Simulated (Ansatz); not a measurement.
# InGa3P2: the cost of one run

Program: Ansatz 0.2.0. Level of theory: DFT PBE, scalar-relativistic, plane waves, PAW. These are calculated values, not measurements.

## 1. Starting point

The structure is hexagonal, space group P6/mmm (No. 191). Conventional cell: a = 5.886 Å, b = 5.886 Å, c = 3.907 Å, α = 90.00°, β = 90.00°, γ = 120.00°. In (site symmetry 6/mmm) has 6 P at 3.40 Å and 12 Ga at 3.53 Å and 2 In at 3.91 Å as nearest neighbours. Ga (site symmetry mmm) has 4 P at 2.59 Å and 4 Ga at 2.94 Å as nearest neighbours. Around P (site symmetry -6m2) lie 6 Ga at 2.59 Å and 3 In at 3.40 Å.

Structure file:

```
In Ga P
1.0
     5.88560    0.00000    0.00000
    -2.94280    5.09708    0.00000
     0.00000    0.00000    3.90737
In Ga P
1 3 2
Cartesian
  0.0000 0.0000 0.0000
  -1.4714 2.5485 1.9537
  1.4714 2.5485 1.9537
  2.9428 0.0000 1.9537
  2.9428 1.6990 0.0000
  0.0000 3.3981 0.0000
```

Recipe of the guess: species swapped into a database cell of LaGa2Rh3 (P6/mmm, No. 191), with In on the La sites, P on the Ga sites and Ga on the Rh sites. Its size is a rough estimate.

## 2. The guess as it stands, on a coarse mesh

File input.yaml:

```yaml
crystal:
  lattice:
    - [5.8855964, 0.0, 0.0]
    - [-2.9427982, 5.097076, 0.0]
    - [0.0, 0.0, 3.90737222]
  atoms:
    - { symbol: In, position: [0.0, 0.0, 0.0] }
    - { symbol: Ga, position: [0.0, 0.5, 0.5] }
    - { symbol: Ga, position: [0.5, 0.5, 0.5] }
    - { symbol: Ga, position: [0.5, 0.0, 0.5] }
    - { symbol: P, position: [0.66666667, 0.33333333, 0.0] }
    - { symbol: P, position: [0.33333333, 0.66666667, 0.0] }
basis:
  ecutwfc: 420
kpoints:
  mp_grid: { grid: [3, 3, 4] }
hamiltonian:
  xc: pbe
scf:
  occupations: { method: gaussian, width: 0.1 }
  lower_state_search: "off"
output:
  forces: true
  stress: true
  eigenvalues: true
```

On the command line:

```
ansatz run input.yaml --threads 1 --pin off --max-ram 2560MiB --backend cpu --events-out ev --progress --plain --runs-dir out
```

What time and memory should one allow on 1 thread of Arm Neoverse V2, shared host?

About 3.2 s, with a peak of 0.37 GiB.
